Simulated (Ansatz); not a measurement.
# ZnWO4: the cost of one run

Computed with Ansatz 0.2.0 (DFT HSE06, scalar-relativistic, plane waves, PAW).

## Step 1: The structure to begin with

It takes space group F-43m (No. 216, cubic). Conventional cell: a = 8.596 Å, b = 8.596 Å, c = 8.596 Å, α = 90.00°, β = 90.00°, γ = 90.00°. Around Zn (site symmetry -43m) lie 4 O at 1.94 Å. W (site symmetry -43m) has 4 O at 1.78 Å as nearest neighbours. O (site symmetry 3m) has 1 W at 1.78 Å and 1 Zn at 1.94 Å as nearest neighbours.

As a file:

```cif
data_structure
_symmetry_space_group_name_H-M 'F-43m'
_symmetry_Int_Tables_number 216
_cell_length_a 8.5956
_cell_length_b 8.5956
_cell_length_c 8.5956
_cell_angle_alpha 90.000
_cell_angle_beta 90.000
_cell_angle_gamma 90.000
_cell_volume 635.07
loop_
_atom_site_label
_atom_site_type_symbol
_atom_site_symmetry_multiplicity
_atom_site_Wyckoff_symbol
_atom_site_fract_x
_atom_site_fract_y
_atom_site_fract_z
_atom_site_occupancy
Zn1 Zn 4 c 0.25000 0.25000 0.25000 1
W1 W 4 a 0.00000 0.00000 0.00000 1
O1 O 16 e 0.38024 0.38024 0.11976 1
```

It is the end of an earlier relaxation with the same method, from a generated guess; it needn't be the stable form of this composition. At a tolerance of 0.02 Å it has space group F-43m (No. 216); it has 26.46 Å³/atom, an uncorrected energy of -1.96 eV/atom over the elements and, on its mesh, gap 5.06 eV.

## Step 2: Level of theory: HSE06

File input.yaml:

```yaml
crystal:
  lattice:
    - [0.0, 4.2977840095, 4.2977840095]
    - [4.2977840095, 0.0, 4.2977840095]
    - [4.2977840095, 4.2977840095, 0.0]
  atoms:
    - { symbol: Zn, position: [0.75, 0.75, 0.75] }
    - { symbol: W, position: [0.0, 0.0, 0.0] }
    - { symbol: O, position: [0.3592851776, 0.8802382741, 0.8802382741] }
    - { symbol: O, position: [0.8802382741, 0.8802382741, 0.8802382741] }
    - { symbol: O, position: [0.8802382741, 0.8802382741, 0.3592851776] }
    - { symbol: O, position: [0.8802382741, 0.3592851776, 0.8802382741] }
basis:
  ecutwfc: 420
kpoints:
  mp_grid: { grid: [4, 4, 4] }
  band_path:
    path:
      - [[0.0, 0.0, 0.0], [-0.5, -0.5, 0.0], [-0.375, -0.375, 0.25]]
      - [[-0.375, 0.0, 0.375], [0.0, 0.0, 0.0], [0.0, 0.0, 0.5], [-0.5, -0.25, 0.25], [-0.5, -0.5, 0.0]]
    npoints: 4
hamiltonian:
  xc: hse06
scf:
  occupations: { method: gaussian, width: 0.02 }
output:
  forces: true
  stress: true
  eigenvalues: true
  populations: true
  dos: { projected: true, de: 0.02 }
  bader: false
  write_density: true
  write_potential: true
  elf: true
  volumetric_format: npy
```

Started as:

```bash
$ ansatz run input.yaml --threads 1 --pin off --max-ram 2560MiB --backend cpu --events-out ev --progress --plain --runs-dir out
```

**Question.** How long does this run take on 1 thread of Intel Xeon 6975P-C (Granite Rapids), shared host, and how much memory does it need?

About 6.6 min, with a peak of 2.3 GiB.
